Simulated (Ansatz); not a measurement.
NiBi, space group P6_3/mmc, a fixed-spin-moment curve

Computed with Ansatz 0.2.0 through its Python package.

Notebook, run cell by cell (the value of a cell's last expression is shown):

**Cell 1**
```python
import ansatz as az

K_SPACING = 0.32
OCCUPATIONS = "Fermi-Dirac"
WIDTH_EV = 0.05
```

**Cell 2**
```python
system = (
    az.Lattice.of([4.117938, 0.0, 0.0], [-2.058969, 3.566239, 0.0], [0.0, 0.0, 5.24381])
    .atom("Ni", [0.0, 0.0, 0.5])
    .atom("Ni", [0.0, 0.0, 0.0])
    .atom("Bi", [1 / 3, 2 / 3, 0.25])
    .atom("Bi", [2 / 3, 1 / 3, 0.75])
)
```

**Cell 3**
```python
setup = (
    system.calculation()
    .kpoints(spacing=K_SPACING)
    .occupations(OCCUPATIONS, width=WIDTH_EV)
    .functional(az.Functional.LDA)
)
# a hard lock holds the total moment, with one Fermi level a spin
rows = []
for total in [0.0, 0.9, 1.8, 2.7, 3.6]:
    rep = setup.spin("collinear", total=total, lock="hard").run(threads=1, pin="off").report
    up, down = rep["spin_fermi_energies_ev"]
    rows.append((total, rep["free_energy_ev"], up - down, rep["absolute_magnetization_mub"]))
reference = rows[0][1]
rows = [(m, 1000 * (e - reference), split, size) for m, e, split, size in rows]
print("     total muB    F - F(0) meV  EF up - down eV    absolute muB")
for row in rows:
    print(f"{str(row[0]):>14s}  {row[1]:14.2f}  {row[2]:15.4f}  {row[3]:14.3f}")
best = min(rows, key=lambda row: row[1])
print(f"lowest at {best[0]} muB per cell, {best[1]:.1f} meV against the first point")
```
Output:
```text
DeckWarning: basis.ecutwfc = 420 eV, auto-derived from the records' recommended cutoffs: set by Ni (normal level)
RunWarning: this spin-polarised run has no starting moment large enough to seed its density, and nothing else in its deck makes the two spin channels differ, so an SCF from that start keeps the magnetisation at zero until it first converges, unless a state [...]
     total muB    F - F(0) meV  EF up - down eV    absolute muB
           0.0            0.00           0.0000           0.000
           0.9           91.08           0.5200           0.900
           1.8          497.87           1.2297           1.800
           2.7         1171.51           1.8077           2.700
           3.6         2210.47           2.9220           3.600
lowest at 0.0 muB per cell, 0.0 meV against the first point
```

The lowest point lies at 0 μB a cell, the first of the scan; at 3.6 μB the energy is 2210 meV above the lowest.

What to keep in mind:
- The mesh is modest for a metal, so energies can be off by several to tens of meV an atom and pressures by half a GPa or more; differences at equal mesh fare better.
- Spin-orbit coupling, which matters for elements this heavy, is left out.
- The structure comes from a database of computed cells and needn't be a stable or known phase.
- Warnings are shown shortened and without file and line.
- Only points where the Fermi levels of the two spins meet (minima, maxima and zero moment) are free solutions; a shallow minimum can lie between the points.
- Finished in 45 s on 1 thread of Arm Neoverse V2, on a shared host, peak memory 0.5 GiB.

(Lines on the test bed's own set-up are left out of the output.)
